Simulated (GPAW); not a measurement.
# LiBe (Pm-3m) in GPAW: single point with PBE

Aim: the single point of LiBe with PBE.

Everything below comes from runs of GPAW 26.7.0. Logs are shortened: lines on timing, memory, paths and dates and some standing lists are left out, and cuts for length are marked. The log counts tension as positive stress, the text compression.

### 1 Starting point

It takes space group Pm-3m (No. 221, cubic). The conventional cell has a = 2.811 Å, b = 2.811 Å, c = 2.811 Å, α = 90.00°, β = 90.00°, γ = 90.00°. Around Be (site symmetry m-3m) lie 8 Li at 2.43 Å. Li (site symmetry m-3m) is surrounded by 8 Be at 2.43 Å.

The cell comes from a database or a generator and needn't be the stable form of this composition.

### 2 Single point, PBE

The input, run.py:

```python
from ase.io import read
from gpaw import PW
from gpaw.dft import DFT

atoms = read('LiBe.cif')

dft = DFT(atoms,
          mode=PW(800),
          xc='PBE',
          kpts={'size': (9, 9, 9), 'gamma': True},
          occupations={'name': 'fermi-dirac', 'width': 0.05},
          nbands=8,
          convergence={'density': 1e-05, 'energy': 1e-05},
          maxiter=150,
          txt='gpaw.txt')
print(f'Energy: {dft.calculate_energy():.6f} eV')
print('Forces (eV/A):')
print(dft.calculate_forces().round(4))
print('Stress (eV/A^3):', dft.calculate_stress().round(6))
dft.write_gpw_file('gs.gpw')
```

The input, LiBe.cif:

```cif
data_LiBe
_cell_length_a 2.81115300
_cell_length_b 2.81115300
_cell_length_c 2.81115300
_cell_angle_alpha 90.00000000
_cell_angle_beta 90.00000000
_cell_angle_gamma 90.00000000
_space_group_name_H-M_alt 'P1'
_space_group_name_Hall 'P 1'
_space_group_IT_number 1
loop_
_space_group_symop_operation_xyz
'x,y,z'
loop_
_atom_site_label
_atom_site_type_symbol
_atom_site_symmetry_multiplicity
_atom_site_Wyckoff_symbol
_atom_site_fract_x
_atom_site_fract_y
_atom_site_fract_z
_atom_site_occupancy
Be1 Be 1 a 0.5000000000 0.5000000000 0.5000000000 1
Li1 Li 1 a 0.0000000000 0.0000000000 0.0000000000 1
```

Potentials or basis: GPAW PAW data sets (gpaw-data 1.2.1), pw.

Run with:

```bash
$ OMP_NUM_THREADS=1 python run.py
```

gpaw.txt:

```text
Diagonalizing LCAO Hamiltonian
Converting LCAO to pw mode
   .------.
  /|      |
 * |      |
 | .-Be---.
 |/      /
 Li-----*

Atoms  # Å, Bohr magnetons
|   | symbol |        x |        y |        z |    initial magnetic moments |
|---|--------|----------|----------|----------|-----------------------------|
| 0 |     Be | 1.405577 | 1.405577 | 1.405577 | ( 0.0000,  0.0000,  0.0000) |
| 1 |     Li | 0.000000 | 0.000000 | 0.000000 | ( 0.0000,  0.0000,  0.0000) |

Unit cell  # Å
| periodic |        x |        y |        z |  lengths |    angles |
|----------|----------|----------|----------|----------|-----------|
|      yes | 2.811153 | 0.000000 | 0.000000 | 2.811153 | 90.000000 |
|      yes | 0.000000 | 2.811153 | 0.000000 | 2.811153 | 90.000000 |
|      yes | 0.000000 | 0.000000 | 2.811153 | 2.811153 | 90.000000 |

Number of symmetries: 48
Symmetry operations  # r_c * U_cc + t_c -> r_c
|    | kind |            matrix            |
|----|------|------------------------------|
|  0 |  E   |  1, 0, 0,  0, 1, 0,  0, 0, 1 |
|  1 |  σ   |  1, 0, 0,  0, 1, 0,  0, 0,-1 |
|  2 |  σ   |  1, 0, 0,  0, 0, 1,  0, 1, 0 |
|  3 |  C4  |  1, 0, 0,  0, 0, 1,  0,-1, 0 |
|  4 |  C4  |  1, 0, 0,  0, 0,-1,  0, 1, 0 |
|  5 |  σ   |  1, 0, 0,  0, 0,-1,  0,-1, 0 |
|  6 |  σ   |  1, 0, 0,  0,-1, 0,  0, 0, 1 |
|  7 |  C2  |  1, 0, 0,  0,-1, 0,  0, 0,-1 |
|  8 |  σ   |  0, 1, 0,  1, 0, 0,  0, 0, 1 |
|  9 |  C2  |  0, 1, 0,  1, 0, 0,  0, 0,-1 |
| 10 |  C3  |  0, 1, 0,  0, 0, 1,  1, 0, 0 |
| 11 |  S6  |  0, 1, 0,  0, 0, 1, -1, 0, 0 |
| 12 |  S6  |  0, 1, 0,  0, 0,-1,  1, 0, 0 |
| 13 |  C3  |  0, 1, 0,  0, 0,-1, -1, 0, 0 |
| 14 |  C4  |  0, 1, 0, -1, 0, 0,  0, 0, 1 |
| 15 |  S4  |  0, 1, 0, -1, 0, 0,  0, 0,-1 |
| 16 |  C3  |  0, 0, 1,  1, 0, 0,  0, 1, 0 |
| 17 |  S6  |  0, 0, 1,  1, 0, 0,  0,-1, 0 |
| 18 |  σ   |  0, 0, 1,  0, 1, 0,  1, 0, 0 |
| 19 |  C4  |  0, 0, 1,  0, 1, 0, -1, 0, 0 |
| 20 |  C2  |  0, 0, 1,  0,-1, 0,  1, 0, 0 |
| 21 |  S4  |  0, 0, 1,  0,-1, 0, -1, 0, 0 |
| 22 |  S6  |  0, 0, 1, -1, 0, 0,  0, 1, 0 |
| 23 |  C3  |  0, 0, 1, -1, 0, 0,  0,-1, 0 |
| 24 |  S6  |  0, 0,-1,  1, 0, 0,  0, 1, 0 |
| 25 |  C3  |  0, 0,-1,  1, 0, 0,  0,-1, 0 |
| 26 |  C4  |  0, 0,-1,  0, 1, 0,  1, 0, 0 |
| 27 |  σ   |  0, 0,-1,  0, 1, 0, -1, 0, 0 |
| 28 |  S4  |  0, 0,-1,  0,-1, 0,  1, 0, 0 |
| 29 |  C2  |  0, 0,-1,  0,-1, 0, -1, 0, 0 |
| 30 |  C3  |  0, 0,-1, -1, 0, 0,  0, 1, 0 |
| 31 |  S6  |  0, 0,-1, -1, 0, 0,  0,-1, 0 |
| 32 |  C4  |  0,-1, 0,  1, 0, 0,  0, 0, 1 |
| 33 |  S4  |  0,-1, 0,  1, 0, 0,  0, 0,-1 |
| 34 |  S6  |  0,-1, 0,  0, 0, 1,  1, 0, 0 |
| 35 |  C3  |  0,-1, 0,  0, 0, 1, -1, 0, 0 |
| 36 |  C3  |  0,-1, 0,  0, 0,-1,  1, 0, 0 |
| 37 |  S6  |  0,-1, 0,  0, 0,-1, -1, 0, 0 |
| 38 |  σ   |  0,-1, 0, -1, 0, 0,  0, 0, 1 |
| 39 |  C2  |  0,-1, 0, -1, 0, 0,  0, 0,-1 |
| 40 |  σ   | -1, 0, 0,  0, 1, 0,  0, 0, 1 |
| 41 |  C2  | -1, 0, 0,  0, 1, 0,  0, 0,-1 |
| 42 |  C2  | -1, 0, 0,  0, 0, 1,  0, 1, 0 |
| 43 |  S4  | -1, 0, 0,  0, 0, 1,  0,-1, 0 |
| 44 |  S4  | -1, 0, 0,  0, 0,-1,  0, 1, 0 |
| 45 |  C2  | -1, 0, 0,  0, 0,-1,  0,-1, 0 |
| 46 |  C2  | -1, 0, 0,  0,-1, 0,  0, 0, 1 |
| 47 |  i   | -1, 0, 0,  0,-1, 0,  0, 0,-1 |

BZ-sampling:
  Number of BZ points: 729
  Number of IBZ points: 35

  Monkhorst-Pack size: [9, 9, 9]
  Monkhorst-Pack shift: [0, 0, 0]

K-points  # in reciprocal-cell coordinates
|     |                                coordinates |     weight |
|-----|--------------------------------------------|------------|
|   0 | (  0.00000000,   0.00000000,   0.00000000) | 0.00137174 |
|   1 | (  0.11111111,   0.00000000,   0.00000000) | 0.00823045 |
|   2 | (  0.11111111,   0.11111111,   0.00000000) | 0.01646091 |
|   3 | (  0.11111111,   0.11111111,   0.11111111) | 0.01097394 |
|   4 | (  0.22222222,   0.00000000,   0.00000000) | 0.00823045 |
|   5 | (  0.22222222,   0.11111111,   0.00000000) | 0.03292181 |
|   6 | (  0.22222222,   0.11111111,   0.11111111) | 0.03292181 |
|   7 | (  0.22222222,   0.22222222,   0.00000000) | 0.01646091 |
|   8 | (  0.22222222,   0.22222222,   0.11111111) | 0.03292181 |
|   9 | (  0.22222222,   0.22222222,   0.22222222) | 0.01097394 |
| ... |                                            |            |
|  34 | (  0.44444444,   0.44444444,   0.44444444) | 0.01097394 |

Plane wave coefficients: 1189
Cutoff: 800.0 eV

Spin-components: 1 (collinear spins)
Bands:           8
Projectors:      6
Spin-degeneracy: 2
Datatype:        complex128

Parallelization:
  kpt:    1
  domain: 1
  band:   1

Density:
  Valence electrons: 3.0
  Components: 1
  Grid points: [20 20 20]
  Charge: 0.0  # |e|

Potential:
  Grid points: [20 20 20]

species:
  Be:
    name:    Beryllium
    Z:       4.0
    valence: 2
    core:    2
    charge:  0.0  # [|e|]
    compensation charges:
      type: gauss
      rc: 0.25  # [Å]
      lmax: 2
    cutoffs:
      filter: 1.42  # [Å]
      core: 1.77  # [Å]
    projectors
    | kind |    occ | energy [eV] | rcut [Å] |
    |------|--------|-------------|----------|
    |   2s |  2.000 |      -5.610 |    0.794 |
    |   2p |  0.000 |      -2.018 |    0.794 |
    |    s |        |      21.602 |    0.794 |

    Using partial waves for Be as LCAO basis

  Li:
    name:    Lithium
    Z:       3.0
    valence: 1
    core:    2
    charge:  0.0  # [|e|]
    compensation charges:
      type: gauss
      rc: 0.33  # [Å]
      lmax: 2
    cutoffs:
      filter: 1.91  # [Å]
      core: 2.55  # [Å]
    projectors
    | kind |    occ | energy [eV] | rcut [Å] |
    |------|--------|-------------|----------|
    |   2s |  1.000 |      -2.874 |    1.058 |
    |   2p |  0.000 |      -1.090 |    1.058 |
    |    s |        |      24.337 |    1.058 |

    Using partial waves for Li as LCAO basis

Reference energy: -600.972794  # eV

eigensolver:
  PPCG
  Converge bands: occupied
  niter=2

density mixing:
  MSR1-Mixer
  Pratt-step length: 0.05
  Maximum mixing coefficient: 0.75
  Old densities: 10
  SVD Regularization: 0.005
  Good broyden scale: 1.0
  Trust region scale: 1.0
  Backstep threshold: 4.0
  History deletion threshold: 6.0
  Fourier metric: weight=20.0, sigma=0.015

occupation numbers:
  Fermi-Dirac:
    width: 0.0500  # eV

poisson solver:
  ecut: 6400.0  # eV

xc functional:
  name: PBE with 2 nearest neighbor stencil

convergence criteria:
- Maximum integral of absolute [dens]ity change: 1e-05 electrons / valence electron
- Maximum [total energy] change in last 3 cyles: 1e-05 eV / valence electron
- Maximum integral of absolute [eigenst]ate change: 4e-08 eV^2 / valence electron
maximum number of iterations: 150

SCF iterations
|iter     | |      energy | eigst |  dens |
|---------|-|-------------|-------|-------|
|iter:   1| |   -4.925242 | +0.11 |       |
|iter:   2| |   -4.902932 | -3.02 | -1.21 |
|iter:   3| |   -4.844148 | -2.42 | -1.23 |
|iter:   4| |   -4.844240 | -3.18 | -1.93 |
|iter:   5| |   -4.844225 | -5.58 | -2.76 |
|iter:   6| |   -4.844224c| -6.67 | -3.06 |
|iter:   7| |   -4.844224c| -7.64c| -4.11 |
|iter:   8| |   -4.844224c| -7.68c| -4.60 |
|iter:   9| |   -4.844224c| -8.20c| -5.69c|
SCF steps: 9
Energy contributions relative to reference atoms: (reference = -600.972794)

Energy contributions:
  Kinetic:           5.074750
  Coulomb:          -2.688329
  Zero:             -0.058747
  External:          0.000000
  Xc:               -7.167106
  Entropy:          -0.009583
  Spinorbit:         0.000000
  ----------------------------
  Free energy:      -4.849016
  Extrapolated:     -4.844224

Forces  # eV/Ang
|       x |        y |        z |
|---------|----------|----------|
| 0.00000 | -0.00000 | -0.00000 |  # Be   0
| 0.00000 |  0.00000 |  0.00000 |  # Li   1

Stress tensor  # eV/Ang^3
|         x |         y |         z |
|-----------|-----------|-----------|
| -0.007130 |  0.000000 |  0.000000 |
|  0.000000 | -0.007130 |  0.000000 |
|  0.000000 |  0.000000 | -0.007130 |

Writing to gs.gpw (mode='')

  __  _  _
 | _ |_)|_||  |
 |__||  | ||/\| - 26.7.0

Input parameters:
  mode=PW(ecut=800.0),
  convergence={'density': 1e-05, 'energy': 1e-05},
  kpts=MonkhorstPack(size=(9, 9, 9), gamma=True),
  maxiter=150,
  nbands=8,
  occupations=Occupations(name='fermi-dirac', width=0.05),
  xc=XC(name='PBE')
# Writing to gs.gpw (mode='')
```

stdout:

```text
Energy: -4.844224 eV
Forces (eV/A):
[[ 0. -0. -0.]
 [ 0.  0.  0.]]
Stress (eV/A^3): [-0.00713 -0.00713 -0.00713  0.       0.       0.     ]
```

Wall time 4.7 s (1 thread of INTEL XEON PLATINUM 8581C at 2.10GHz (Emerald Rapids), shared host); peak memory 0.14 GiB.

What came out:

| Quantity | Value |
| --- | --- |
| Free energy | -4.8490 eV |
| Pressure | 1.1 GPa |
| Band gap on the k mesh | none (metal or under the smearing width) |
